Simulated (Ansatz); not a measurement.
# WCl3F3: one species, many methods

The task here is to estimate one member of a computed series from the others.

Computed with Ansatz 0.2.0, Gaussian basis. Level: functionals in def2-TZVPP, the program's frozen cores in correlated methods.

The runs, in order: LDA (SPW92), PBE-D4, revPBE-D4, BLYP-D4, r2SCAN-D4, B97M-V, PBE0-D4, B3LYP-D4, r2SCANh-D4, r2SCAN0-D4, HSE06-D4, BHLYP-D4, CAM-B3LYP-D4, LC-ωPBE, ωB97X-V, ωB97M-V, B2PLYP, PBE-QIDH; CCSD(T)/def2-SVP; MP2/def2-TZVPP; MP2/def2-QZVPP; RPA on PBE.

### The relaxed structure

The geometry comes from an earlier relaxation with PBE0-D4 in a triple-zeta def2 set; it is a stationary point, not always the lowest conformer. W takes the def2 core potential; no spin-orbit term is included.

SMILES `[F][W]([F])([F])([Cl])([Cl])[Cl]`, 7 atoms, charge 0, spin multiplicity 1.

Atoms are counted from 1 here; the program's logs count them from 0.

Bond lengths: F1–W2 1.850 Å, W2–F3 1.840 Å, W2–F4 1.840 Å, W2–Cl5 2.267 Å, W2–Cl6 2.277 Å, W2–Cl7 2.277 Å. Angles: F1–W2–F3 88.9°, F1–W2–F4 88.9°, F1–W2–Cl5 180.0°, F1–W2–Cl6 88.3°, F1–W2–Cl7 88.3°, F3–W2–F4 177.8°, F3–W2–Cl5 91.1°, F3–W2–Cl6 90.0°, F3–W2–Cl7 90.0°, F4–W2–Cl5 91.1°, F4–W2–Cl6 90.0°, F4–W2–Cl7 90.0°, Cl5–W2–Cl6 91.7°, Cl5–W2–Cl7 91.7°, Cl6–W2–Cl7 176.6°.

Set-up of the first run:

File in.yaml:

```yaml
crystal:
  periodic: [false, false, false]
  atoms:
    - {symbol: F, position_ang: [-0.410798, -1.436269, 1.141909]}
    - {symbol: W, position_ang: [-0.006587, -0.023042, 0.018306]}
    - {symbol: F, position_ang: [1.519906, 0.276394, 1.001912]}
    - {symbol: F, position_ang: [-1.548419, -0.376120, -0.922657]}
    - {symbol: Cl, position_ang: [0.488682, 1.708653, -1.358393]}
    - {symbol: Cl, position_ang: [-1.175642, 1.337568, 1.420810]}
    - {symbol: Cl, position_ang: [1.132848, -1.487194, -1.301877]}
basis:
  gaussian: {orbitals: def2-TZVPP}
hamiltonian: {xc: lda}
output: {orbitals: {seedname: orbitals}}
```

On the command line:

```
ansatz run in.yaml --threads 4 --pin off --events-out ev --progress --plain --max-ram 11315MiB
```

Among the steps run: LDA; PBE-D4 (GGA); revPBE-D4 (GGA); BLYP-D4 (GGA); r2SCAN-D4 (meta-GGA); B97M-V (meta-GGA); B3LYP-D4 (hybrid); r2SCANh-D4 (hybrid); r2SCAN0-D4 (hybrid); HSE06-D4 (hybrid); BHLYP-D4 (hybrid); CAM-B3LYP-D4 (range-separated); LC-ωPBE (range-separated); ωB97X-V (range-separated); ωB97M-V (range-separated); B2PLYP (double hybrid); PBE-QIDH (double hybrid).

One of the session's tables, all rows but one given; the rest of the session is left out.

It belongs to the step «Frontier levels by functional». 

```
  functional  HOMO (eV)  LUMO (eV)  gap (eV)
 LDA (SPW92)      -8.38      -5.81      2.58
      PBE-D4      -8.21      -5.60      2.61
   revPBE-D4          ?          ?         ?
     BLYP-D4      -8.04      -5.48      2.56
   r2SCAN-D4      -8.61      -5.73      2.88
      B97M-V      -8.70      -5.71      2.99
     PBE0-D4      -9.62      -5.17      4.45
    B3LYP-D4      -9.34      -5.33      4.02
  r2SCANh-D4      -9.12      -5.54      3.58
  r2SCAN0-D4      -9.89      -5.24      4.64
    HSE06-D4      -9.22      -5.54      3.68
    BHLYP-D4     -10.88      -4.55      6.33
CAM-B3LYP-D4     -10.94      -4.24      6.70
     LC-ωPBE     -12.30      -3.23      9.07
     ωB97X-V     -11.94      -3.26      8.68
     ωB97M-V     -11.77      -3.24      8.54
```

**Question.** Estimate the row for revPBE-D4.

**Answer.** HOMO (eV): -8.14; LUMO (eV): -5.51; gap (eV): 2.63. In the column «HOMO (eV)» it lies between PBE-D4 (-8.21) and BLYP-D4 (-8.04).
